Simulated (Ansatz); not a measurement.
**CH7BClNSi: one species, many methods**

Aim: compute CH7BClNSi with functionals from several rungs and with coupled cluster. The yardstick is the atomisation energy at the CCSD(T) limit.

Computed with Ansatz 0.2.0, Gaussian basis. Level: functionals in def2-TZVPP, the program's frozen cores in correlated methods.

The runs, in order: PBE-D4, r2SCAN-D4, PBE0-D4, B3LYP-D4, ωB97X-V, ωB97M-V, B2PLYP; CCSD(T)/def2-TZVPP; MP2/def2-QZVPP; extrapolation to the limit.

## 1. The geometry

An earlier PBE0-D4 in a triple-zeta def2 set relaxation fixed the geometry.

SMILES `NBC[SiH2]Cl`, 12 atoms, charge 0, spin multiplicity 1.

Atoms are counted from 1 here; the program's logs count them from 0.

Bond lengths: N1–B2 1.389 Å, N1–H6 1.005 Å, N1–H7 1.007 Å, B2–C3 1.569 Å, B2–H8 1.200 Å, C3–Si4 1.860 Å, C3–H9 1.096 Å, C3–H10 1.096 Å, Si4–Cl5 2.067 Å, Si4–H11 1.483 Å, Si4–H12 1.484 Å. Angles: B2–N1–H6 122.8°, B2–N1–H7 123.4°, H6–N1–H7 113.6°, N1–B2–C3 121.6°, N1–B2–H8 117.6°, C3–B2–H8 120.7°, B2–C3–Si4 111.9°, B2–C3–H9 113.2°, B2–C3–H10 111.2°, Si4–C3–H9 106.6°, Si4–C3–H10 105.6°, H9–C3–H10 108.0°, C3–Si4–Cl5 109.4°, C3–Si4–H11 112.2°, C3–Si4–H12 112.0°, Cl5–Si4–H11 107.1°, Cl5–Si4–H12 106.5°, H11–Si4–H12 109.3°.

As a file:

| atom | x (Å) | y (Å) | z (Å) |
| --- | --- | --- | --- |
| N1 | -1.5201 | -0.2486 | 1.2991 |
| B2 | -0.5599 | -0.9197 | 0.5519 |
| C3 | 0.8531 | -0.2952 | 0.2760 |
| Si4 | 0.8879 | 0.6628 | -1.3174 |
| Cl5 | -0.3287 | 2.3252 | -1.1455 |
| H6 | -2.4434 | -0.6136 | 1.4539 |
| H7 | -1.3773 | 0.6678 | 1.6905 |
| H8 | -0.8593 | -1.9863 | 0.0900 |
| H9 | 1.1812 | 0.3940 | 1.0622 |
| H10 | 1.6162 | -1.0748 | 0.1689 |
| H11 | 0.3797 | -0.1330 | -2.4612 |
| H12 | 2.2473 | 1.1662 | -1.6343 |

## 2. PBE-D4 (GGA)

in.yaml reads:

```yaml
crystal:
  periodic: [false, false, false]
  atoms:
    - {symbol: N, position_ang: [-1.520054, -0.248577, 1.299095]}
    - {symbol: B, position_ang: [-0.559875, -0.919713, 0.551936]}
    - {symbol: C, position_ang: [0.853129, -0.295170, 0.275962]}
    - {symbol: Si, position_ang: [0.887906, 0.662819, -1.317423]}
    - {symbol: Cl, position_ang: [-0.328692, 2.325213, -1.145526]}
    - {symbol: H, position_ang: [-2.443385, -0.613630, 1.453853]}
    - {symbol: H, position_ang: [-1.377327, 0.667786, 1.690547]}
    - {symbol: H, position_ang: [-0.859255, -1.986343, 0.090014]}
    - {symbol: H, position_ang: [1.181187, 0.394014, 1.062190]}
    - {symbol: H, position_ang: [1.616230, -1.074805, 0.168874]}
    - {symbol: H, position_ang: [0.379728, -0.132950, -2.461194]}
    - {symbol: H, position_ang: [2.247307, 1.166158, -1.634327]}
basis:
  gaussian: {orbitals: def2-TZVPP}
hamiltonian: {xc: pbe, dispersion: d4}
output: {forces: true, orbitals: {seedname: orbitals}}
```

Command:

```sh
$ ansatz run in.yaml --threads 4 --pin off --events-out ev --progress --plain --max-ram 10444MiB
```

After this run come: r2SCAN-D4 (meta-GGA); PBE0-D4 (hybrid); B3LYP-D4 (hybrid); ωB97X-V (range-separated); ωB97M-V (range-separated); B2PLYP (double hybrid); CCSD(T) in def2-TZVPP; MP2 in def2-QZVPP.

Before running them: what should the planned runs give, taken together? Wanted: atomisation energy, CCSD(T)/CBS; farthest; mean size of error, hybrid; mean size of error, range-separated; gap, smallest and largest; T1 diagnostic; triples share of the correlation energy.

The runs gave:

| quantity | value |
| --- | --- |
| atomisation energy, CCSD(T)/CBS | 4334.0 kJ/mol |
| functionals within 21.7 kJ/mol (0.5 %) | r2SCAN-D4, PBE0-D4, B3LYP-D4 |
| farthest | PBE-D4 (+59.9 kJ/mol) |
| mean size of error, hybrid | 15.0 kJ/mol |
| mean size of error, range-separated | 30.9 kJ/mol |
| gap, smallest and largest | 6.18 eV (PBE-D4), 12.94 eV (ωB97X-V) |
| T1 diagnostic | 0.0109 |
| triples share of the correlation energy | 3.8 % |

In words: PBE-D4 is off by +59.9 kJ/mol. Double hybrids carry the basis error of their MP2 part in triple zeta, and no dispersion term here, so their miss is partly the set-up's. Misses under about 21.7 kJ/mol are within the doubt on the reference itself, which lacks core-valence correlation, relativity and higher excitations. Hartree-Fock recovers 75 % of the binding; the rest is correlation. The gap grows from 6.2 to 12.9 eV across the functionals, mostly with the share of exact exchange.
